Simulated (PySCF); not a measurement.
**CH3F3Si: electronic excitations and core binding energies**

Wanted: the electronic excitations and core binding energies of CH3F3Si (`F[SiH2]C(F)F`), by calculation.

Programs: PySCF 2.14.0, with density-fitted response routines of our own. Each step states its level of theory. These are calculated values for one molecule in the gas phase, unless marked as measured. Atoms count from 0, in the outputs and in this text.

### Step 1. The molecule as given

8 atoms, charge 0, multiplicity 1; geometry from: GFN2-xTB.

Bonds of the start (Å): F0–Si1 1.61, Si1–C2 1.94, C2–F3 1.36, C2–F4 1.36, Si1–H5 1.45, Si1–H6 1.45, C2–H7 1.10.

### Step 2. Excited states and response: wB97X-D/def2-SVPD

Job settings and geometry (Å):

```
{"job": {"kind": "uv", "xc": "wB97X-D", "basis": "def2-SVPD", "nstates": 8, "ntriplets": 3}, "charge": 0, "multiplicity": 1}
F      1.663828    -0.784651    -0.918458
Si     0.954798     0.137271     0.190552
C     -0.934429    -0.081247    -0.177847
F     -1.483701    -1.032885     0.628430
F     -1.623704     1.066164     0.081013
H      1.270118    -0.433001     1.484401
H      1.335213     1.506176    -0.099712
H     -1.173066    -0.368415    -1.212944
```

Method: TDDFT wB97X-D/def2-SVPD, vertical, gas phase, core orbitals frozen in the response.

The run is started by

```
> OMP_NUM_THREADS=1 python probes_run.py task.json out
```

The driver reads the jobs from task.json and runs them one after another.

Standard output:

```text
coarse grid: 7832 points
cycle   1  E = -628.3355187817  dE =  3.946e-01  |g| = 8.145e-01  |ddm| = 2.989e+00
cycle   2  E = -628.3067420632  dE =  2.878e-02  |g| = 9.840e-01  |ddm| = 1.312e+00
cycle   3  E = -628.4595377805  dE = -1.528e-01  |g| = 4.644e-02  |ddm| = 6.375e-01
cycle   4  E = -628.4599445714  dE = -4.068e-04  |g| = 1.760e-02  |ddm| = 9.605e-02
cycle   5  E = -628.4600077233  dE = -6.315e-05  |g| = 8.350e-03  |ddm| = 3.542e-02
cycle   6  E = -628.4600197549  dE = -1.203e-05  |g| = 1.550e-03  |ddm| = 1.100e-02
cycle   7  E = -628.4600203331  dE = -5.782e-07  |g| = 4.240e-04  |ddm| = 3.180e-03
final grid: 74064 points
cycle   8  E = -628.5410984344  dE = -8.467e-05  |g| = 8.856e-03  |ddm| = 9.344e-02
cycle   9  E = -628.5410973317  dE =  1.103e-06  |g| = 1.019e-02  |ddm| = 1.779e-02
cycle  10  E = -628.5411124401  dE = -1.511e-05  |g| = 4.829e-04  |ddm| = 5.506e-03
cycle  11  E = -628.5411125076  dE = -6.753e-08  |g| = 3.128e-04  |ddm| = 1.543e-03
cycle  12  E = -628.5411125299  dE = -2.236e-08  |g| = 4.762e-05  |ddm| = 4.290e-04
cycle  13  E = -628.5411125306  dE = -6.805e-10  |g| = 2.645e-05  |ddm| = 8.314e-05
converged SCF energy = -628.5411125306

Static polarisability (au): isotropic 39.716, principal 36.955 39.357 42.836

Singlet excitations
state   eV       nm        f      main configurations
  1   7.2523    171.0   0.01886   H->L 0.95
  2   8.3500    148.5   0.00604   H->L+3 0.76
  3   8.4515    146.7   0.01162   H-1->L 0.93
  4   8.6645    143.1   0.05193   H->L+1 0.91
  5   9.5163    130.3   0.08800   H->L+2 0.69, H->L+4 0.20
  6   9.6506    128.5   0.12501   H->L+4 0.70, H->L+2 0.17
  7   9.8071    126.4   0.08725   H-1->L+1 0.75, H-1->L+2 0.12
  8  10.0600    123.2   0.00157   H-2->L 0.82

Triplet excitations (Tamm-Dancoff, eV): 6.7904 7.7280 7.9692
```

Wall time 13 s (1 thread of Arm Neoverse V2, shared host); peak memory 0.54 GiB.

Frontier orbitals and where they lie:

```
orbital      eV                       atoms
 HOMO−3  -13.77            F4 48 %, F3 47 %
 HOMO−2  -13.55   F3 27 %, F4 25 %, C2 15 %
 HOMO−1  -12.39  Si1 33 %, H6 22 %, H5 21 %
   HOMO  -10.90   C2 27 %, F3 18 %, F4 18 %
   LUMO    1.24  Si1 42 %, H5 13 %, C2 13 %
 LUMO+1    2.21  Si1 42 %, H6 14 %, C2 13 %
 LUMO+2    2.43   Si1 61 %, H6 13 %, H5 8 %
```

With each of the 8 states as a Gaussian band of 0.4 eV half-width at 1/e, the curve within the window shown has maxima at 171 nm (ε 760), 144 nm (ε 2,700), 129 nm (ε 11,000) L/(mol cm). Beyond the last state computed it falls off for lack of states. The curve at chosen wavelengths:

```json
{"nm": "120", "ε (L/mol/cm)": "819"}
{"nm": "123", "ε (L/mol/cm)": "3862"}
{"nm": "125", "ε (L/mol/cm)": "7280"}
{"nm": "128", "ε (L/mol/cm)": "11127"}
{"nm": "131", "ε (L/mol/cm)": "9743"}
{"nm": "133", "ε (L/mol/cm)": "6840"}
{"nm": "136", "ε (L/mol/cm)": "3203"}
{"nm": "138", "ε (L/mol/cm)": "2239"}
{"nm": "141", "ε (L/mol/cm)": "2335"}
{"nm": "144", "ε (L/mol/cm)": "2657"}
{"nm": "146", "ε (L/mol/cm)": "2491"}
{"nm": "149", "ε (L/mol/cm)": "1766"}
{"nm": "152", "ε (L/mol/cm)": "965"}
{"nm": "154", "ε (L/mol/cm)": "576"}
{"nm": "157", "ε (L/mol/cm)": "263"}
{"nm": "160", "ε (L/mol/cm)": "215"}
{"nm": "162", "ε (L/mol/cm)": "286"}
{"nm": "165", "ε (L/mol/cm)": "480"}
{"nm": "168", "ε (L/mol/cm)": "675"}
{"nm": "170", "ε (L/mol/cm)": "750"}
{"nm": "173", "ε (L/mol/cm)": "739"}
{"nm": "175", "ε (L/mol/cm)": "658"}
{"nm": "178", "ε (L/mol/cm)": "477"}
{"nm": "181", "ε (L/mol/cm)": "295"}
{"nm": "183", "ε (L/mol/cm)": "197"}
{"nm": "186", "ε (L/mol/cm)": "97"}
```

Ground-state properties from the same run:

```
           property  computed
  dipole moment (D)      1.36
polarisability (Å³)      5.89
 HOMO–LUMO gap (eV)     12.14
      −ε(HOMO) (eV)     10.90
```

### Step 3. Core holes by ΔSCF: SCAN, X2C

The job, as its differences from that of step 2:

```diff
@@ -1,2 +1,2 @@
-{"job": {"kind": "uv", "xc": "wB97X-D", "basis": "def2-SVPD", "nstates": 8, "ntriplets": 3}, "charge": 0, "multiplicity": 1}
+{"job": {"kind": "xps"}, "charge": 0, "multiplicity": 1}
 F      1.663828    -0.784651    -0.918458
```

Level: delta-SCF UKS SCAN, pcX-2 on the ionised atom, pcseg-1 elsewhere, spin-free X2C.

Standard output:

```text
ground state, core basis on atom 0 (F), 120 functions
  cycle   1  E = -629.58562999  |g| = 8.31e-01
  cycle   2  E = -629.29716781  |g| = 1.61e+00
  cycle   3  E = -629.68711714  |g| = 9.51e-02
  cycle   4  E = -629.68808649  |g| = 6.94e-02
  cycle   5  E = -629.68874986  |g| = 1.11e-02
  cycle   6  E = -629.68876480  |g| = 5.98e-03
  cycle   7  E = -629.68877376  |g| = 1.21e-03
  cycle   8  E = -629.68877606  |g| = 7.07e-04
  cycle   9  E = -629.68877582  |g| = 9.45e-05
  E(ground) = -629.71196529 Eh
hole in F 1s of atom 0
  cycle   1  E = -603.33290136  |g| = 2.58e+00
  cycle   2  E = -603.33456096  |g| = 2.09e+00
  cycle   3  E = -604.19101317  |g| = 3.05e-01
  cycle   4  E = -604.19857850  |g| = 2.34e-01
  cycle   5  E = -604.21647531  |g| = 4.44e-02
  cycle   6  E = -604.21696884  |g| = 2.14e-02
  cycle   7  E = -604.21715055  |g| = 5.14e-03
  cycle   8  E = -604.21715550  |g| = 2.65e-03
  cycle   9  E = -604.21715853  |g| = 5.01e-04
  cycle  10  E = -604.21715883  |g| = 1.05e-04
  E(ion) = -604.24721822 Eh   <S^2> = 0.7565   hole on atom = 1.000   binding energy = 692.931 eV
ground state, core basis on atom 1 (Si), 131 functions
  cycle   1  E = -629.74252304  |g| = 3.04e-01
  cycle   2  E = -629.73965063  |g| = 1.73e-01
  cycle   3  E = -629.74010272  |g| = 1.61e-01
  cycle   4  E = -629.74414628  |g| = 1.06e-02
  cycle   5  E = -629.74415734  |g| = 2.21e-03
  cycle   6  E = -629.74415819  |g| = 7.22e-04
  cycle   7  E = -629.74416034  |g| = 2.24e-04
  E(ground) = -629.72418539 Eh
hole in Si 1s of atom 1
  cycle   1  E = -560.76400524  |g| = 4.35e+00
  cycle   2  E = -560.91554761  |g| = 2.13e+00
  cycle   3  E = -561.43424601  |g| = 9.39e-01
  cycle   4  E = -561.75137586  |g| = 4.08e-01
  cycle   5  E = -561.79531440  |g| = 1.25e-01
  cycle   6  E = -561.80190292  |g| = 3.97e-02
  cycle   7  E = -561.80240046  |g| = 1.68e-02
  cycle   8  E = -561.80247447  |g| = 7.78e-03
  cycle   9  E = -561.80249767  |g| = 1.26e-03
  cycle  10  E = -561.80249651  |g| = 5.44e-04
  cycle  11  E = -561.80249675  |g| = 2.03e-04
  E(ion) = -561.79259265 Eh   <S^2> = 0.7524   hole on atom = 1.000   binding energy = 1848.513 eV
hole in Si 2p of atom 1
  cycle   1  E = -625.42274219  |g| = 1.23e+00
  cycle   2  E = -625.33772946  |g| = 1.09e+00
  cycle   3  E = -625.66348810  |g| = 4.18e-01
  cycle   4  E = -625.72281470  |g| = 1.16e-01
  cycle   5  E = -625.72640205  |g| = 4.36e-02
  cycle   6  E = -625.72724374  |g| = 1.48e-02
  cycle   7  E = -625.72731872  |g| = 5.63e-03
  cycle   8  E = -625.72732540  |g| = 2.83e-03
  cycle   9  E = -625.72733066  |g| = 2.71e-04
  E(ion) = -625.72046623 Eh   <S^2> = 0.7514   hole on atom = 1.003   binding energy = 108.947 eV
  2p3/2 = 108.676 eV   2p1/2 = 109.303 eV
ground state, core basis on atom 2 (C), 120 functions
  cycle   1  E = -629.64967318  |g| = 6.70e-02
  cycle   2  E = -629.64958017  |g| = 4.74e-02
  cycle   3  E = -629.64982369  |g| = 3.20e-02
  cycle   4  E = -629.64998001  |g| = 5.05e-03
  cycle   5  E = -629.64998900  |g| = 1.16e-03
  cycle   6  E = -629.64998629  |g| = 1.64e-04
  E(ground) = -629.67096324 Eh
hole in C 1s of atom 2
  cycle   1  E = -618.24930042  |g| = 1.49e+00
  cycle   2  E = -615.29931248  |g| = 2.67e+00
  cycle   3  E = -618.62247981  |g| = 6.55e-01
  cycle   4  E = -618.73309960  |g| = 4.40e-01
  cycle   5  E = -618.79078218  |g| = 1.23e-01
  cycle   6  E = -618.79592213  |g| = 1.40e-02
  cycle   7  E = -618.79596661  |g| = 1.22e-02
  cycle   8  E = -618.79601748  |g| = 4.36e-03
  cycle   9  E = -618.79602661  |g| = 1.34e-03
  cycle  10  E = -618.79602877  |g| = 8.70e-04
  cycle  11  E = -618.79602897  |g| = 3.51e-04
  E(ion) = -618.81868735 Eh   <S^2> = 0.7729   hole on atom = 1.000   binding energy = 295.305 eV
ground state, core basis on atom 3 (F), 120 functions
  cycle   1  E = -629.68665634  |g| = 1.17e-01
  cycle   2  E = -629.68634999  |g| = 5.91e-02
  cycle   3  E = -629.68623821  |g| = 6.60e-02
  cycle   4  E = -629.68681400  |g| = 4.30e-03
  cycle   5  E = -629.68681975  |g| = 7.70e-04
  cycle   6  E = -629.68681982  |g| = 2.79e-04
  E(ground) = -629.71021537 Eh
hole in F 1s of atom 3
  cycle   1  E = -603.31665395  |g| = 2.58e+00
  cycle   2  E = -603.09537493  |g| = 2.23e+00
  cycle   3  E = -604.09453350  |g| = 5.65e-01
  cycle   4  E = -604.12012793  |g| = 4.95e-01
  cycle   5  E = -604.20161969  |g| = 4.30e-02
  cycle   6  E = -604.20220437  |g| = 1.80e-02
  cycle   7  E = -604.20232479  |g| = 7.59e-03
  cycle   8  E = -604.20234304  |g| = 2.61e-03
  cycle   9  E = -604.20234445  |g| = 7.61e-04
  cycle  10  E = -604.20234502  |g| = 1.56e-04
  E(ion) = -604.23260212 Eh   <S^2> = 0.7573   hole on atom = 1.000   binding energy = 693.281 eV
```

It took 22 s on 1 thread of Arm Neoverse V2, shared host; peak memory 0.43 GiB.

Binding energies by hole, beside the orbital energy of the ground state; the difference holds orbital relaxation and, for a density functional, its self-interaction error:

```
       hole  stands for                  environment  ΔSCF (eV; 2p as the shell's mean)  −ε (eV)   ⟨S²⟩
  F1s on F0          F0        fluorine bonded to Si                             692.93    666.8  0.757
Si1s on Si1         Si1  silicon bonded to C, F, 2 H                            1848.51   1794.8  0.752
Si2p on Si1         Si1  silicon bonded to C, F, 2 H                             108.88     97.6  0.751
  C1s on C2          C2  sp3 CH bonded to 2 F and Si                             295.31    277.9  0.773
  F1s on F3      F3, F4      fluorine of a CF2 group                             693.28    667.2  0.757
```

Each hole run stands for the others of its class of like atoms.

With the spin-orbit splitting: Si1 2p3/2 108.68, 2p1/2 109.30 eV. The table gives each 2p level as the mean over the whole 2p shell (two parts 2p3/2, one part 2p1/2), which differs a little from the single hole in the log.

### Step 4. Summary of results

```
                                quantity                        value
      lowest singlet (wB97X-D/def2-SVPD)  7.25 eV (171 nm), f = 0.019
brightest single state of those computed  state 6, 9.65 eV, f = 0.125
                          lowest triplet                      6.79 eV
        F1s binding energies, SCAN/pcX-2      F3 693.28, F0 692.93 eV
       Si1s binding energies, SCAN/pcX-2               Si1 1848.51 eV
       Si2p binding energies, SCAN/pcX-2                Si1 108.88 eV
        C1s binding energies, SCAN/pcX-2                 C2 295.31 eV
```

**Reading.** The lowest singlet, at 7.25 eV, is HOMO→LUMO 0.95 and is weak; of the 8 states computed, the strongest absorption comes from state 6 at 9.65 eV. The lowest triplet lies 0.46 eV below the lowest singlet (triplets in Tamm-Dancoff, singlets in full TDDFT). F3 (fluorine of a CF2 group) binds its F1s electron 0.35 eV more tightly than F0 (fluorine bonded to Si).
